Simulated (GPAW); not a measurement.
The system is CaCuH2.

```xyz
4
Lattice="1.9452 1.1231 4.3574 -1.9452 1.1231 4.3574 0.0000 -2.2462 4.3574" Properties=species:S:1:pos:R:3 pbc="T T T"
Ca    0.0000    0.0000    6.5361
Cu    0.0000    0.0000    0.0000
H     0.0000    0.0000   11.5271
H     0.0000    0.0000    1.5450
```

The cell was built by a generator and needn't be a form met in nature.

```yaml
Program: GPAW 26.7.0
Task: relaxation of cell and atoms
Functional: PBE
Dispersion: D3(BJ)
Potentials_or_basis: GPAW PAW data sets (gpaw-data 1.2.1)
Cutoff: 600 eV
Basis: pw
k_mesh: 6 × 6 × 6
Occupations: fermi-dirac, width 0.05 eV
Spin: no spin polarisation
```

At the start: pressure -1.9 GPa; volume 14.28 Å³/atom.

Question: How do energy, volume and symmetry change on relaxing?

Answer: Over 5 steps the energy falls by 4.4 meV/atom and the volume is 13.58 Å³/atom (-4.9 %); space group R-3m (No. 166, to 0.05 Å).

Step by step:
| step | energy change (eV) | largest force (eV/Å) | pressure (GPa) | volume (Å³) |
| --- | --- | --- | --- | --- |
| 1 | 0.0000 | 0.0896 | -1.87 | 57.12 |
| 2 | -0.0013 | 0.0820 | -1.82 | 57.01 |
| 3 | -0.0170 | 0.0867 | -0.34 | 54.40 |
| 4 | -0.0173 | 0.0688 | -0.32 | 54.42 |
| 5 | -0.0177 | 0.0029 | -0.05 | 54.30 |

Final structure:
```
Ca Cu H
1.0
     1.91109    1.10337    4.29219
    -1.91109    1.10337    4.29219
     0.00000   -2.20673    4.29219
Ca Cu H
1 1 2
Cartesian
  0.0000 0.0000 6.4383
  0.0000 0.0000 0.0000
  0.0000 0.0000 11.3288
  0.0000 0.0000 1.5477
```

Caveat: with this Cu data set, volumes or pressures lay over 1.5 % or 2 GPa off other programs in two to four cells of ten; later steps reuse the first step's grids; pairwise dispersion overbinds metals, which lowers pressure and volume.
